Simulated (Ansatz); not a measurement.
This script makes cell relaxations under several functionals of As, space group Pm-3m with Ansatz 0.2.0, Python API.

`as_lattice.py`
```python
# -*- coding: utf-8 -*-
"""How the lattice of As depends on the functional."""

from dataclasses import dataclass

import ansatz
import numpy as np


@dataclass(frozen=True)
class Settings:
    mesh: tuple[int, ...] = (8, 8, 8)
    smearing: str = "Marzari-Vanderbilt"
    width_ev: float = 0.15


cfg = Settings()

def edges_and_angles(cell):
    cell = np.asarray(cell)
    a, b, c = np.linalg.norm(cell, axis=1)
    cosines = cell[1] @ cell[2] / (b * c), cell[0] @ cell[2] / (a * c), cell[0] @ cell[1] / (a * b)
    return (a, b, c, *np.degrees(np.arccos(cosines)))


def main():
    vectors = np.array([
        [2.70368174, 0.0, 0.0],
        [0.0, 2.70368174, 0.0],
        [0.0, 0.0, 2.70368174],
    ])
    system = ansatz.Lattice.of(vectors).atom("As", (0.5, 0.5, 0.5))

    job = (
        system.calculation()
        .kpoints(mesh=cfg.mesh)
        .occupations(cfg.smearing, width=cfg.width_ev)
        .relax(cell=True, max_steps=40)
    )

    levels = [("pbesol", "d3bj"), ("lda", "none"), ("blyp", "d3bj")]
    print("level            a       b       c    alpha   beta  gamma  V/atom  steps")
    for name, dispersion in levels:
        seen = []
        run = job.functional(name, dispersion=dispersion).session().plan()
        done = run.execute(on_event=lambda e: seen.append(e) if e["event"] == "relax_step" else None)
        cell = done.lattice.cell_ang
        label = name if dispersion == "none" else f"{name}+{dispersion}"
        print("{:13s} {:7.4f} {:7.4f} {:7.4f} {:6.2f} {:6.2f} {:6.2f}".format(label, *edges_and_angles(cell)), f"{abs(np.linalg.det(cell)) / len(done.lattice.sites):7.3f} {len(seen):5d}")


if __name__ == "__main__":
    main()
```

Rank the levels of theory by the volume of the relaxed cell.

From smallest to largest: PBEsol+D3BJ (18.95 Å³ an atom, -4.1 % against the start), LDA (19.32 Å³ an atom, -2.2 % against the start) and BLYP+D3BJ (20.08 Å³ an atom, +1.6 % against the start). The spread is 5.9 % in volume.

The run itself:

```console
$ python as_lattice.py
level            a       b       c    alpha   beta  gamma  V/atom  steps
DeckWarning: basis.ecutwfc = 420 eV, auto-derived from the records' recommended cutoffs: set by As (normal level)
pbesol+d3bj    2.6662  2.6662  2.6662  90.00  90.00  90.00  18.952     4
lda            2.6835  2.6835  2.6835  90.00  90.00  90.00  19.324     4
blyp+d3bj      2.7178  2.7178  2.7178  90.00  90.00  90.00  20.076     4
```
(Warnings from the package without file and line.)

Notes:
- BLYP and dispersion corrections can be off by several per cent in the lattices of metals, and by several GPa in the pressure at a fixed cell.
- For a metal this k-point mesh is coarse: on a finer one energies can move by several to tens of meV an atom and pressures by half a GPa or more, differences at one mesh by less.
- This isn't the structure that As takes at ambient conditions.
- Timing: 5.8 s on 1 thread of Arm Neoverse V2, on a shared host, peak memory 0.34 GiB.
